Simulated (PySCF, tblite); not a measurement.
# C₂H₈O₂SeSi₂: geometry, infrared bands and NMR shifts

Aim: predict the infrared bands and NMR shifts of C₂H₈O₂SeSi₂ (`O[Si@@H]1CCO[SiH2][Se]1`).

Computed with tblite 0.8.0 and PySCF 2.14.0, with density-fitted response routines of our own, on a single molecule in the gas phase. Atoms count from 0, in the outputs and in this text.

## (1) The starting structure

15 atoms, charge 0, multiplicity 1; geometry from: force field or distance geometry start.

Bonds of the start (Å): O0–Si1 1.73, Si1–C2 1.88, C2–C3 1.50, C3–O4 1.38, O4–Si5 1.73, Si5–Se6 2.29, Se6–Si1 2.29, O0–H7 1.00, Si1–H8 1.45, C2–H9 1.13, C2–H10 1.10, C3–H11 1.12, C3–H12 1.13, Si5–H13 1.46, Si5–H14 1.49.

## (2) Optimising the geometry with GFN2-xTB

The job: settings as JSON, then the geometry in Å.

```
{"job": {"kind": "relax", "xc": "GFN2-xTB", "basis": "xTB"}, "charge": 0, "multiplicity": 1}
O     -2.360100    -0.088600     1.483600
Si    -1.584700     0.428400     0.021000
C     -0.670900    -1.006000    -0.778100
C      0.635700    -1.100900    -0.050100
O      1.707300    -0.516200    -0.683900
Si     2.060100     1.056100    -0.048700
Se     0.051700     1.900300     0.647100
H     -2.568500     0.752400     1.982300
H     -2.531200     1.027700    -0.901400
H     -0.429600    -0.667600    -1.824400
H     -1.266300    -1.935600    -0.813900
H      0.859700    -2.174200     0.177500
H      0.554900    -0.616100     0.966200
H      3.073100     1.030300     0.996900
H      2.464200     1.918100    -1.195900
```

The run is started by

```bash
> OMP_NUM_THREADS=1 python probes_run.py task.json out
```

One launch serves the whole session: the jobs run in the order shown.

**Question.** This job is followed by: GFN2-xTB harmonic vibrations, gas phase; GIAO PBE0/pcSseg-1 NMR shielding, non-relativistic, gas phase. What will the session give for the following? strongest single infrared mode (GFN2-xTB); zero-point energy (GFN2-xTB); ¹³C shifts against TMS (PBE0/pcSseg-1); ¹H shifts against TMS (PBE0/pcSseg-1); ¹⁷O shifts against H2O (PBE0/pcSseg-1); ²⁹Si shifts against TMS (PBE0/pcSseg-1); ⁷⁷Se shifts against Me2Se (PBE0/pcSseg-1).

The runs gave:

```
                                 quantity                                               value
strongest single infrared mode (GFN2-xTB)                                803 cm⁻¹, 351 km/mol
             zero-point energy (GFN2-xTB)                                       62.8 kcal/mol
   ¹³C shifts against TMS (PBE0/pcSseg-1)                                      61.8, 24.9 ppm
    ¹H shifts against TMS (PBE0/pcSseg-1)  6.20, 5.79, 5.60, 4.44, 4.38, 1.69, 1.48, 0.91 ppm
   ¹⁷O shifts against H2O (PBE0/pcSseg-1)                                      48.0, 32.7 ppm
  ²⁹Si shifts against TMS (PBE0/pcSseg-1)                                      5.4, -18.9 ppm
⁷⁷Se shifts against Me2Se (PBE0/pcSseg-1)                                            -531 ppm
```

Over 120 steps the energy fell by 1.019 eV; of the close pairs, O4–Si5 changed most, 1.732 to 1.613 Å. No mode is imaginary among the 39: a minimum at this level. The strongest single mode, at 803 cm⁻¹, has its largest shares on H7, Si5 and O0 (the list is cut at 3 atoms). Unscaled tight-binding wavenumbers are off by several per cent, some by more. Its intensities can rank the bands wrongly. At PBE0/pcSseg-1: The largest span, 563 ppm, is at Se6, where the paramagnetic term is -719 ppm. Spin-orbit coupling is left out, which matters for shieldings and couplings at and beside the heavy atoms.
